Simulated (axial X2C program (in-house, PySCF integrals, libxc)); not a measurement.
**TaO⁺: from the state search to constants**

What are the state, bond length, wavenumber and bond energy of TaO⁺, and what does spin–orbit coupling change?

Method: all-electron X2C, Ta dyall-cv3z, O dyall-av3z; program: an in-house X2C program for linear molecules on PySCF integrals.

All values are calculated.

## Step 1: The job

The input, task.json:

```json
{"zs": [73, 8], "q": 1, "bas": ["dyall-cv3z", "dyall-av3z"], "levels": ["PBE0", "HF", "TPSSh"], "cc": true, "r0": 1.83, "thr": -1.0, "nmax": 90, "npts": 10, "nst": 2, "ntry": 6}
```

Keys: zs atomic numbers; q charge; bas basis sets; levels methods (HF also brings MP2); cc coupled cluster on or off; r0 starting distance in Å; thr threshold in hartree for freezing inner shells (an s shell follows its p shell); nmax most natural virtual spinors; npts points asked for on the curve; nst determinants followed; ntry starts of the search.

Started as:

```console
> python so2c.py task.json out
```

Spin-free means the one-electron spin-free X2C Hamiltonian; two-component (2c) means X2C with spin–orbit coupling and atomic mean-field two-electron Coulomb and Gaunt terms. Basis: Ta dyall-cv3z contracted to [13s14p9d7f4g], O dyall-av3z contracted to [7s6p3d2f]; Gaussian nuclei, density fitting. Masses: Ta 180.948 u, O 15.995 u.

Notation: σ, π±, δ± give the projection m of an orbital's angular momentum (0, ±1, ±2), α and β its spin, Λ and M_S the sums; ω is the projection of a spinor's total angular momentum and Ω the sum. Logs are in hartree.

Further steps of the session: PBE0, spin-free; HF, spin-free; TPSSh, spin-free; MP2 and beyond, spin-free; A higher determinant, spin-free; PBE0, 2c; HF, 2c; TPSSh, 2c; MP2 and beyond, 2c; A higher determinant, 2c.

What does the calculation give? Wanted: for each run, Hamiltonian; Re; ωe; De; μ.

As calculated:

Lowest determinant found, spin-free: M_S = 1, Λ = 2 (beyond closed shells: σα, δ+α).

Lowest determinant found, 2c: Ω = 1 (unpaired: ω = -1/2, ω = 3/2).

| Hamiltonian | level | Re (Å) | ωe (cm⁻¹) | De (eV) | μ (D) |
| --- | --- | --- | --- | --- | --- |
| spin-free | PBE0 | 1.653 | 1115 | 7.37 | -3.91 |
| spin-free | TPSSh | 1.664 | 1086 | 7.58 | -3.83 |
| 2c | PBE0 | 1.653 | 1112 | 7.37 | -3.92 |
| 2c | TPSSh | 1.664 | 1083 | 7.67 | -3.83 |

Dipoles are positive if O is the positive end and refer to the centre of mass. No constants: spin-free HF (the dipole of the solution jumps along the scan, a sign of a change of state); spin-free MP2 (the dipole of the reference jumps along the scan, a sign of a change of state); spin-free CCSD (the dipole of the reference jumps along the scan, a sign of a change of state); spin-free CCSD(T) (the dipole of the reference jumps along the scan, a sign of a change of state); 2c HF (the dipole of the solution jumps along the scan, a sign of a change of state); 2c MP2 (the dipole of the reference jumps along the scan, a sign of a change of state); 2c CCSD (the dipole of the reference jumps along the scan, a sign of a change of state); 2c CCSD(T) (the dipole of the reference jumps along the scan, a sign of a change of state).

**Reading.** At PBE0, going from spin-free to two-component changes Re by 0 mÅ, ωe by -0.2 % and De by 0.00 eV; the spin-free picture holds up (part of it comes from the scalar share of the two-electron terms). It costs about 1.5 times the time.

De refers to Ta+ + O. Each curve is one determinant whose occupation by symmetry is held fixed; it was picked as the lowest of a PBE0 search that is not exhaustive. De is counted from the lowest determinant-based energies of the atoms at the same level, without counterpoise correction. Density functionals use the spin component along the axis (collinear). The meta-GGAs lack a current-density term, which matters for open shells with orbital currents, atoms included. With several unpaired electrons one determinant need not be a pure state. The spin-free determinant is spin-contaminated at some levels.
